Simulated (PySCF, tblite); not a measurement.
**C6H10ClNSi2: geometry, infrared bands and NMR shifts**

Aim: predict the infrared bands and NMR shifts of C6H10ClNSi2 (`N#CC1=C[C@H]([SiH2]CCl)C[SiH2]1`).

The runs use tblite 0.8.0 and PySCF 2.14.0, with density-fitted response routines of our own; the level of theory stands in each step. All values are computed, except where a source is named. Atoms are numbered from 0 throughout.

### 1 Starting geometry

20 atoms, charge 0, multiplicity 1; geometry from: force field or distance geometry start.

Bonds of the start (Å): N0–C1 1.15, C1–C2 1.42, C2–C3 1.33, C3–C4 1.53, C4–Si5 1.93, Si5–C6 1.85, C6–Cl7 1.78, C4–C8 1.56, C8–Si9 1.95, Si9–C2 1.85, C3–H10 1.09, C4–H11 1.09, Si5–H12 1.48, Si5–H13 1.48, C6–H14 1.09, C6–H15 1.10, C8–H16 1.09, C8–H17 1.10, Si9–H18 1.48, Si9–H19 1.48.

### 2 Relaxing the molecule with GFN2-xTB

The job: settings as JSON, then the geometry in Å.

```
{"job": {"kind": "relax", "xc": "GFN2-xTB", "basis": "xTB"}, "charge": 0, "multiplicity": 1}
N     -2.549300     3.069500     1.880700
C     -2.093600     2.135500     1.383500
C     -1.497000     0.988900     0.803500
C     -0.276500     0.510000     1.026100
C      0.140200    -0.755100     0.275900
Si     1.534100    -0.407000    -1.009600
C      3.035000     0.337700    -0.225800
Cl     3.679600    -0.764700     1.020800
C     -1.135600    -1.395900    -0.362800
Si    -2.483400     0.005900    -0.410300
H      0.403800     0.962700     1.743100
H      0.554700    -1.480000     0.981900
H      1.861000    -1.676400    -1.695400
H      0.997900     0.519500    -2.037800
H      3.827000     0.515800    -0.949700
H      2.808200     1.287500     0.279800
H     -0.987300    -1.820000    -1.355000
H     -1.528200    -2.180300     0.300600
H     -2.517400     0.641800    -1.751200
H     -3.778300    -0.484600     0.098800
```

The run is started by

```sh
> OMP_NUM_THREADS=1 python probes_run.py task.json out
```

The driver reads the jobs from task.json and runs them one after another.

**Question.** This job is followed by: GFN2-xTB harmonic vibrations, gas phase; GIAO PBE0/pcSseg-1 NMR shielding, non-relativistic, gas phase. Predict these results of the whole session: strongest single infrared mode (GFN2-xTB); zero-point energy (GFN2-xTB); 13C shifts against TMS (PBE0/pcSseg-1); 1H shifts against TMS (PBE0/pcSseg-1); 15N shifts against NH3 (PBE0/pcSseg-1); 29Si shifts against TMS (PBE0/pcSseg-1); 35Cl shifts against HCl (PBE0/pcSseg-1).

**Answer**, as computed:

| quantity | value |
| --- | --- |
| strongest single infrared mode (GFN2-xTB) | 2254 cm⁻¹, 529 km/mol |
| zero-point energy (GFN2-xTB) | 85.3 kcal/mol |
| 13C shifts against TMS (PBE0/pcSseg-1) | 180.1, 122.5, 111.7, 35.9, 30.3, 10.8 ppm |
| 1H shifts against TMS (PBE0/pcSseg-1) | 7.72, 4.85, 4.84, 4.26, 3.99, 3.31, 3.11, 3.03, 1.64, 0.98 ppm |
| 15N shifts against NH3 (PBE0/pcSseg-1) | 323.6 ppm |
| 29Si shifts against TMS (PBE0/pcSseg-1) | -23.3, -32.0 ppm |
| 35Cl shifts against HCl (PBE0/pcSseg-1) | 22 ppm |

**Reading.** The optimisation took 66 steps and gained 0.241 eV; among the close pairs (by a distance rule), Si5–C6 changed most, from 1.850 to 1.910 Å. No mode is imaginary among the 54: a minimum at this level. The strongest single mode, at 2254 cm⁻¹, moves mainly H13. GFN2-xTB is a fitted tight-binding method: band positions and strengths are rough. Its intensities can rank the bands wrongly. H10 (hydrogen on an alkene CH) lies farthest downfield among hydrogen, at 7.72 ppm; olefinic region. At PBE0/pcSseg-1: The largest span, 398 ppm, is at N0, where the paramagnetic term is -397 ppm.
